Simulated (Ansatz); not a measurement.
CH7BSn, SMILES C[BH][SnH3], a rigid scan of one bond length

With Ansatz 0.2.0 through its Python package.

Interactive session:
```pycon
>>> import ansatz as az
>>> import numpy as np
>>> molecule = (
...     az.Crystal.molecule()
...     .atom('C', [-1.0861, 0.9369, -0.6813])
...     .atom('B', [-0.2025, -0.3004, -0.7542])
...     .atom('Sn', [1.0896, -0.8011, 0.9422])
...     .atom('H', [-2.1197, 0.6795, -0.7995])
...     .atom('H', [-0.8692, 1.6631, -1.5398])
...     .atom('H', [-0.9988, 1.5209, 0.2745])
...     .atom('H', [-0.1772, -0.9842, -1.7088])
...     .atom('H', [2.828, -0.7877, 0.4151])
...     .atom('H', [0.9168, 0.4076, 2.262])
...     .atom('H', [0.7022, -2.3857, 1.5927])
... )
>>> symbols = [site.symbol for site in molecule.cartesian_sites]
>>> start = np.array([site.position_ang for site in molecule.cartesian_sites])
>>> axis = (start[3] - start[0]) / np.linalg.norm(start[3] - start[0])
>>> moving = [3]
>>> lengths, energies = [0.943, 0.986, 1.029, 1.072, 1.115, 1.157, 1.2, 1.265], []
>>> for length in lengths:
...     xyz = start.copy()
...     xyz[moving] += (length - np.linalg.norm(start[3] - start[0])) * axis
...     point = az.Crystal.molecule()
...     for symbol, xyz in zip(symbols, xyz):
...         point = point.atom(symbol, xyz.tolist())
...     setup = (
...         point.calculation()
...         .basis(gaussian='def2-SVP')
...         .functional('R2SCAN0')
...     )
...     r = setup.run().report
...     energies.append(r['free_energy_ev'])
...     print(f'r = {length:6.3f} A  E = {energies[-1]:.5f} eV  <S^2> = {abs(r["mean_field"]["state"]["spin_squared"]):.3f}')
...
r =  0.943 A  E = -7655.37033 eV  <S^2> = 0.000
r =  0.986 A  E = -7655.66989 eV  <S^2> = 0.000
r =  1.029 A  E = -7655.85083 eV  <S^2> = 0.000
r =  1.072 A  E = -7655.93814 eV  <S^2> = 0.000
r =  1.115 A  E = -7655.95185 eV  <S^2> = 0.000
r =  1.157 A  E = -7655.90960 eV  <S^2> = 0.000
r =  1.200 A  E = -7655.82208 eV  <S^2> = 0.000
r =  1.265 A  E = -7655.62707 eV  <S^2> = 0.000
>>> # quartic fit about the minimum
>>> fit = np.polynomial.Polynomial.fit(lengths, np.array(energies) - min(energies), 4).convert()
>>> roots = [r.real for r in fit.deriv().roots() if abs(r.imag) < 1e-9 and fit.deriv(2)(r.real) > 0]
>>> r_e = min(roots, key=lambda r: abs(r - lengths[int(np.argmin(energies))]))
>>> print(f'minimum of the fit at {r_e:.4f} A, force constant {fit.deriv(2)(r_e):.2f} eV/A^2')
minimum of the fit at 1.1021 A, force constant 33.31 eV/A^2
```

Reading the output:
- Total energies depend on the basis set; only differences at equal settings carry meaning.
- The rest of the molecule is held rigid at a force-field or estimated start geometry, and the basis set is modest; single-reference methods fail as a bond breaks.
- def2 sets replace the cores of elements past krypton by effective core potentials.
- The orbitals are restricted, so S² is zero by construction.
- Finished in 34 s on 1 thread of Arm Neoverse V1, on a shared host, peak memory 0.24 GiB.

(Lines on the test bed's own set-up are left out of the output.)
